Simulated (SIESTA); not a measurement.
# Hf2Pd2Se2Br2O3 (Cm) in SIESTA: a series of runs, part 3 of 3

SIESTA 5.4.2.

## 6. Band structure, PBE

Input file Hf2Pd2Se2Br2O3.fdf:

```
SystemName                      Hf2Pd2Se2Br2O3
SystemLabel                     Hf2Pd2Se2Br2O3
NumberOfSpecies                 5
NumberOfAtoms                   11
%block ChemicalSpeciesLabel
  1  72 Hf
  2  46 Pd
  3  34 Se
  4  35 Br
  5   8 O
%endblock ChemicalSpeciesLabel

LatticeConstant                 1.0 Ang
%block LatticeVectors
     7.5866600000    -1.7097100000    -1.1757600000
     7.5866600000     1.7097100000    -1.1757600000
    -2.0244600000     0.0000000000    13.0515500000
%endblock LatticeVectors
AtomicCoordinatesFormat         Fractional
%block AtomicCoordinatesAndAtomicSpecies
     0.9451400000     0.9451400000     0.0614400000  1  Hf
     0.6062800000     0.6062800000     0.2830900000  1  Hf
     0.1792000000     0.1792000000     0.5096400000  2  Pd
     0.3228600000     0.3228600000     0.7430700000  2  Pd
     0.9223200000     0.9223200000     0.8456600000  3  Se
     0.7899100000     0.7899100000     0.5880000000  3  Se
     0.5864500000     0.5864500000     0.0452000000  4  Br
     0.2460400000     0.2460400000     0.2865100000  4  Br
     0.5970100000     0.5970100000     0.4212700000  5  O
     0.3855400000     0.3855400000     0.0730200000  5  O
     0.0309400000     0.0309400000     0.2216900000  5  O
%endblock AtomicCoordinatesAndAtomicSpecies

%block kgrid.MonkhorstPack
    8   0   0  0.0
    0   8   0  0.0
    0   0   2  0.0
%endblock kgrid.MonkhorstPack
XC.Functional                   GGA
XC.Authors                      PBE
PAO.BasisSize                   TZDP
PAO.EnergyShift                 0.003 Ry
Mesh.Cutoff                     800 Ry
OccupationFunction              FD
ElectronicTemperature           0.05 eV
MaxSCFIterations                120
SCF.MustConverge                false
SCF.Mixer.Method                Pulay
SCF.Mixer.Weight                0.25
SCF.Mixer.History               8
SCF.DM.Tolerance                5.0e-05
SCF.H.Tolerance                 1.0e-03 eV
WriteForces                     true
Charge.Mulliken                 end
BandLinesScale                  ReciprocalLatticeVectors
%block BandLines
    1    0.000000   0.000000   0.000000  \Gamma
    6    0.500000   0.500000  -1.000000  Y
    2    0.368215   0.368215  -1.170875  F
    4    0.500000   0.500000  -0.500000  L
   10    0.741155   0.258845  -0.500000  I
    1    0.258845  -0.258845   0.500000  I1
   11    0.000000   0.000000   0.500000  Z
    6    0.631785   0.631785   0.170875  F1
    1    0.500000   0.500000  -1.000000  Y
   10    0.727512   0.272488  -1.000000  X1
    1    0.272488  -0.272488   0.000000  X
   11    0.000000   0.000000   0.000000  \Gamma
   11    0.500000   0.000000  -0.500000  N
    1    0.500000   0.000000   0.000000  M
   11    0.000000   0.000000   0.000000  \Gamma
%endblock BandLines
%block PAO.PolarizationScheme
  Hf non-perturbative
  Pd non-perturbative
  Se non-perturbative
  Br non-perturbative
  O non-perturbative
%endblock PAO.PolarizationScheme
%block PAO.Basis
  Hf 5
  n=5 0 2
    3.241 0.000
  n=6 0 3
    8.163 0.000 0.000
  n=5 1 2
    3.929 0.000
  n=6 1 2
    8.163 0.000
  n=5 2 3
    7.906 0.000 0.000
  Pd 5
  n=4 0 2
    2.822 0.000
  n=5 0 3
    8.721 0.000 0.000
  n=4 1 2
    3.234 0.000
  n=5 1 2
    8.721 0.000
  n=4 2 3
    5.877 0.000 0.000
  Se 4
  n=4 0 3
    5.139 0.000 0.000
  n=4 1 3
    6.735 0.000 0.000
  n=3 2 2
    2.657 0.000
  n=4 2 2
    6.735 0.000
%endblock PAO.Basis
Diag.ParallelOverK              true
```

Potentials or basis: PseudoDojo 0.4 standard (PBE files), TZDP (energy shift 0.003 Ry; two zetas on semicore shells).

Command:

```sh
$ mpirun -n 4 siesta Hf2Pd2Se2Br2O3.fdf > Hf2Pd2Se2Br2O3.out 2>&1
```

It took 7.7 min on 4 MPI ranks of Intel Xeon Platinum 8488C (Sapphire Rapids), shared host; peak memory 1.7 GiB.

It converged, with:

* Free energy: -19254.8975 eV
* Pressure: 1.1 GPa
* Largest force: 0.621 eV/Å
* Band gap on the k mesh: 0.82 eV, indirect (least direct gap 0.86 eV)
* Band gap along the path: 0.62 eV, direct

Forces in eV/Å, atoms in the order of the input:
```
Hf   0.199  0.000 -0.064
Hf   0.183  0.000 -0.374
Pd  -0.554  0.000 -0.281
Pd  -0.452  0.000 -0.013
Se   0.498  0.000  0.279
Se   0.534  0.000 -0.110
Br   0.037  0.000 -0.050
Br   0.073  0.000  0.001
O   -0.138  0.000  0.454
O   -0.242  0.000  0.102
O   -0.135  0.000  0.055
```

Stress tensor (GPa, compression positive):
```
0.74 0.00 0.31
0.00 1.60 0.00
0.31 0.00 1.05
```

Levels at the corners of the path, in eV from the valence-band top:
| point | band 60 | band 61 | band 62 | band 63 | band 64 | band 65 |
| --- | --- | --- | --- | --- | --- | --- |
| Γ | -0.56 | -0.27 | -0.08 | 1.20 | 2.11 | 2.52 |
| Y | -0.57 | -0.26 | -0.16 | 1.22 | 2.10 | 2.46 |
| F | -0.57 | -0.28 | -0.11 | 1.21 | 2.11 | 2.50 |
| L | -0.57 | -0.28 | -0.09 | 1.20 | 2.11 | 2.52 |
| I | -0.82 | -0.60 | -0.39 | 1.27 | 1.81 | 2.73 |
| I1 | -0.82 | -0.60 | -0.39 | 1.27 | 1.81 | 2.73 |
| Z | -0.56 | -0.25 | -0.18 | 1.22 | 2.10 | 2.46 |
| F1 | -0.57 | -0.28 | -0.11 | 1.21 | 2.11 | 2.50 |
| Y | -0.57 | -0.26 | -0.16 | 1.22 | 2.10 | 2.46 |
| X1 | -0.75 | -0.61 | -0.37 | 1.26 | 1.78 | 2.68 |
| X | -0.75 | -0.61 | -0.37 | 1.26 | 1.78 | 2.68 |
| Γ | -0.56 | -0.27 | -0.08 | 1.20 | 2.11 | 2.52 |
| N | -0.81 | -0.61 | -0.39 | 1.27 | 1.82 | 2.73 |
| M | -0.81 | -0.60 | -0.39 | 1.27 | 1.81 | 2.75 |
| Γ | -0.56 | -0.27 | -0.08 | 1.20 | 2.11 | 2.52 |

Caveat: short orbitals over semicore shells can move pressures by several GPa; spin-orbit coupling is left out, which moves the levels of the heavy elements; the mesh misses the band edges, which the band path finds closer together; the basis of atomic orbitals isn't converged, which shifts pressures, moduli and gaps.

## 7. The runs side by side

| potentials or basis | gap on the mesh (eV) | pressure (GPa) | largest force (eV/Å) |
| --- | --- | --- | --- |
| PseudoDojo 0.4 standard (PBE files), SZP (energy shift 0.003 Ry) | 0.85 | 2.2 | 1.21 |
| PseudoDojo 0.4 standard (PBE files), DZ (energy shift 0.003 Ry; two zetas on semicore shells) | 0.83 | 1.7 | 0.89 |
| PseudoDojo 0.4 standard (PBE files), DZP (energy shift 0.003 Ry; two zetas on semicore shells) | 0.81 | 1.6 | 0.85 |
| PseudoDojo 0.4 standard (PBE files), TZP (energy shift 0.003 Ry; two zetas on semicore shells) | 0.81 | 1.0 | 0.74 |
| PseudoDojo 0.4 standard (PBE files), TZDP (energy shift 0.003 Ry; two zetas on semicore shells) | 0.82 | 1.1 | 0.62 |

Alike in all rows: task band structure; level PBE; no spin polarisation; cell as given; k mesh 8 × 8 × 2; smearing fermi-dirac 0.05 eV; grid cutoff 800 Ry; energy shift 0.003 Ry.

Caveats: short orbitals over semicore shells can move pressures by several GPa; spin-orbit coupling is left out, which moves the levels of the heavy elements; the mesh misses the band edges, which the band path finds closer together; the basis of atomic orbitals isn't converged, which shifts pressures, moduli and gaps; forces of over 1 eV/Å show positions far from the minimum, so gaps and moduli don't describe the material at rest (some runs); the basis has no polarisation orbitals (some runs).

Total energies depend on the potentials used, so only differences within one code and one set of settings carry meaning.
